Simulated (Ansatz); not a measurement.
Crystal: Co4Ge.

```xyz
5
Lattice="1.3125 0.7578 9.8626 -1.3125 0.7578 9.8626 0.0000 -1.5155 9.8626" Properties=species:S:1:pos:R:3 pbc="T T T"
Ge    0.0000    0.0000    0.0000
Co    0.0000    0.0000   17.7184
Co    0.0000    0.0000    5.9271
Co    0.0000    0.0000   23.6609
Co    0.0000    0.0000   11.8695
```

The cell comes from a database or a generator and needn't be the stable form of this composition.

Base run:

* Program: Ansatz 0.2.0
* Functional: PBEsol
* Potentials or basis: Ansatz PAW
* Cutoff: 420 eV (not typed: the program's choice for these potentials)
* k mesh: 12 × 12 × 12
* Occupations: fermi-dirac, width 0.05 eV
* Spin: collinear spin, ferromagnetic start
* Starting moments: [0.0, 2.0, 2.0, 2.0, 2.0] μB

Its results: band gap on the k mesh none (metal or under the smearing width); pressure -8.6 GPa; net moment 5.90 μB per cell; site moments Ge -0.03; Co +1.32, +1.78 μB; largest force 0.053 eV/Å.

Q: The run is repeated on the same cell with these changes: functional from PBEsol to BLYP. What comes out?

A: Band gap on the k mesh none (metal or under the smearing width); pressure 9.0 GPa; net moment 5.82 μB per cell; site moments Ge -0.03; Co +1.30, +1.75 μB; largest force 0.098 eV/Å.

BLYP binds less tightly than PBEsol, so the same cell stands under more pressure.

Caveats: the PAW data sets come from PBE, with cores solved anew for the run's functional, which leaves a small shift of forces and pressure.
